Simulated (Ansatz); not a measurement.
**C₂H₆AlFSi₂: up Jacob's ladder to CCSD(T)**

An exercise on one series of results from a longer session: the logs are not shown, and one member is left open.

Program: Ansatz 0.2.0, Gaussian basis. Level of theory: functionals in def2-TZVPP, the program's frozen cores in correlated methods. These are calculated values, not measurements.

Levels to be run: LDA (SPW92), PBE-D4, revPBE-D4, BLYP-D4, r2SCAN-D4, B97M-V, PBE0-D4, B3LYP-D4, r2SCANh-D4, r2SCAN0-D4, HSE06-D4, BHLYP-D4, CAM-B3LYP-D4, LC-ωPBE, ωB97X-V, ωB97M-V, B2PLYP, PBE-QIDH; CCSD(T)/def2-SVP; CCSD(T)/def2-TZVPP; MP2/def2-QZVPP; extrapolation to the limit; RPA on PBE.

### Structure used throughout

An earlier PBE0-D4 in a triple-zeta def2 set relaxation fixed the geometry.

12 atoms, charge 0, spin multiplicity 1.

Atoms are counted from 1 here; the program's logs count them from 0.

Bond lengths: C1–C2 1.338 Å, C1–H7 1.090 Å, C1–H8 1.091 Å, C2–Al3 1.963 Å, C2–Si5 1.865 Å, Al3–Si4 2.451 Å, Al3–H9 1.586 Å, Si4–Si5 2.352 Å, Si4–H10 1.492 Å, Si4–H11 1.487 Å, Si5–F6 1.607 Å, Si5–H12 1.492 Å. Angles: C2–C1–H7 122.5°, C2–C1–H8 122.8°, H7–C1–H8 114.7°, C1–C2–Al3 129.7°, C1–C2–Si5 128.5°, Al3–C2–Si5 99.3°, C2–Al3–Si4 88.1°, C2–Al3–H9 129.7°, Si4–Al3–H9 142.1°, Al3–Si4–Si5 74.8°, Al3–Si4–H10 111.7°, Al3–Si4–H11 126.3°, Si5–Si4–H10 111.9°, Si5–Si4–H11 118.1°, H10–Si4–H11 109.8°, C2–Si5–Si4 93.5°, C2–Si5–F6 115.0°, C2–Si5–H12 109.2° and more.

Set-up of the first run:

Input file in.yaml:

```yaml
crystal:
  periodic: [false, false, false]
  atoms:
    - {symbol: C, position_ang: [-1.608487, -0.791248, -1.326087]}
    - {symbol: C, position_ang: [-0.461800, -0.501606, -0.699371]}
    - {symbol: Al, position_ang: [0.494272, -1.503728, 0.692181]}
    - {symbol: Si, position_ang: [1.199428, 0.644242, 1.639298]}
    - {symbol: Si, position_ang: [0.365142, 1.157746, -0.499062]}
    - {symbol: F, position_ang: [-0.593047, 2.426745, -0.733272]}
    - {symbol: H, position_ang: [-2.035250, -1.794102, -1.332326]}
    - {symbol: H, position_ang: [-2.193891, -0.043183, -1.862241]}
    - {symbol: H, position_ang: [0.556974, -3.066624, 0.952450]}
    - {symbol: H, position_ang: [0.277988, 1.098072, 2.720919]}
    - {symbol: H, position_ang: [2.593234, 1.048081, 1.962116]}
    - {symbol: H, position_ang: [1.482637, 1.270604, -1.480703]}
basis:
  gaussian: {orbitals: def2-TZVPP}
hamiltonian: {xc: lda}
output: {orbitals: {seedname: orbitals}}
```

The run is started by

```bash
$ ansatz run in.yaml --threads 4 --pin off --events-out ev --progress --plain --max-ram 10444MiB
```

Among the steps run: LDA; PBE-D4 (GGA); revPBE-D4 (GGA); BLYP-D4 (GGA); r2SCAN-D4 (meta-GGA); B97M-V (meta-GGA); PBE0-D4 (hybrid); B3LYP-D4 (hybrid); r2SCANh-D4 (hybrid); r2SCAN0-D4 (hybrid); HSE06-D4 (hybrid); BHLYP-D4 (hybrid); CAM-B3LYP-D4 (range-separated); LC-ωPBE (range-separated); ωB97X-V (range-separated); ωB97M-V (range-separated); B2PLYP (double hybrid); PBE-QIDH (double hybrid).

One table of the session follows, with a row left open; its other results are not shown here.

It belongs to the step «Frontier levels by functional». 

```
  functional  HOMO (eV)  LUMO (eV)  gap (eV)
 LDA (SPW92)      -5.89      -3.54      2.35
      PBE-D4      -5.77      -3.32      2.45
   revPBE-D4      -5.72      -3.23      2.49
     BLYP-D4      -5.60      -3.13      2.47
   r2SCAN-D4      -5.97      -3.16      2.81
      B97M-V      -6.02      -3.23      2.79
     PBE0-D4      -6.77      -2.54      4.23
    B3LYP-D4      -6.57      -2.68      3.89
  r2SCANh-D4      -6.34      -2.88      3.46
  r2SCAN0-D4      -6.90      -2.46      4.44
    HSE06-D4          ?          ?         ?
    BHLYP-D4      -7.64      -1.63      6.01
CAM-B3LYP-D4      -7.96      -1.49      6.47
     LC-ωPBE      -9.22      -0.49      8.73
     ωB97X-V      -8.91      -0.56      8.35
     ωB97M-V      -8.69      -0.77      7.92
```

Q: Estimate the row for HSE06-D4 from the others.

As computed: HOMO (eV): -6.38; LUMO (eV): -2.91; gap (eV): 3.47. In the column «HOMO (eV)» it lies between B3LYP-D4 (-6.57) and r2SCANh-D4 (-6.34).
